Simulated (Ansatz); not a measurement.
# Pd: strong compression

An exercise on one series of results from a longer session: the logs are not shown, and one member is left open.

Program: Ansatz 0.2.0. Level of theory: DFT, PBEsol, PAW with Ansatz's default frozen-core files, scalar-relativistic. These are calculated values, not measurements.

## Starting point

It takes space group Fm-3m (No. 225, cubic). The conventional cell has a = 3.845 Å, b = 3.845 Å, c = 3.845 Å, α = 90.00°, β = 90.00°, γ = 90.00°. Around Pd (site symmetry m-3m) lie 12 Pd at 2.72 Å.

Coordinates:

```cif
data_structure
_symmetry_space_group_name_H-M 'P 1'
_symmetry_Int_Tables_number 1
_cell_length_a 2.7188
_cell_length_b 2.7188
_cell_length_c 2.7188
_cell_angle_alpha 60.000
_cell_angle_beta 60.000
_cell_angle_gamma 60.000
_cell_volume 14.21
loop_
_atom_site_label
_atom_site_type_symbol
_atom_site_fract_x
_atom_site_fract_y
_atom_site_fract_z
_atom_site_occupancy
Pd1 Pd 0.00000 0.00000 0.00000 1
```

Whether this phase is the stable one at these pressures isn't tested.

Set-up of the first run:

input.yaml

```yaml
crystal:
  lattice:
    - [0.0, 1.92244841, 1.92244841]
    - [1.92244841, 0.0, 1.92244841]
    - [1.92244841, 1.92244841, 0.0]
  atoms:
    - { symbol: Pd, position: [0.0, 0.0, 0.0] }
kpoints:
  mp_grid: { grid: [19, 19, 19] }
scf:
  occupations: { method: fermi_dirac, width: 0.05 }
hamiltonian:
  xc: pbesol
  pseudopotentials: { kind: paw }
output:
  forces: true
  stress: true
  write_density: true
  write_potential: true
  elf: true
  volumetric_format: npy
relax:
  f_tol: 0.005
  max_steps: 40
  cell: {}
```

The run is started by

```bash
> ansatz run input.yaml --threads 1 --pin off --max-ram 2048MiB --backend cpu --events-out ev --progress --plain --runs-dir out
```

Steps of the session up to this table: Cell relaxed at zero pressure, PAW; Volume scaled by 1, PAW; Volume scaled by 0.94, PAW; Volume scaled by 0.88, PAW; Volume scaled by 0.8, PAW; Volume scaled by 0.72, PAW; Volume scaled by 0.64, PAW; Volume scaled by 0.55, PAW; Volume scaled by 0.45, PAW; Volume scaled by 0.45, PAW (partial_waves polarizable).

One table of the session follows, with a row left open; its other results are not shown here.

| method | volume over the first | volume (Å³/atom) | pressure (GPa) |
| --- | --- | --- | --- |
| PAW | 1 | 14.563 | -0.01 |
| PAW | 0.94 | 13.689 | 14.89 |
| PAW | 0.88 | ? | ? |
| PAW | 0.8 | 11.650 | 82.45 |
| PAW | 0.72 | 10.485 | 159.48 |
| PAW | 0.64 | 9.320 | 292.21 |
| PAW | 0.55 | 8.009 | 569.62 |
| PAW | 0.45 | 6.553 | 1230.50 |
| PAW (partial_waves polarizable) | 0.45 | 6.553 | 1230.49 |

**Question.** Estimate the row for PAW, 0.88.

**Answer.** volume (Å³/atom): 12.815; pressure (GPa): 36.73. In the column «volume (Å³/atom)» it lies between PAW, 0.8 (11.650) and PAW, 0.94 (13.689).
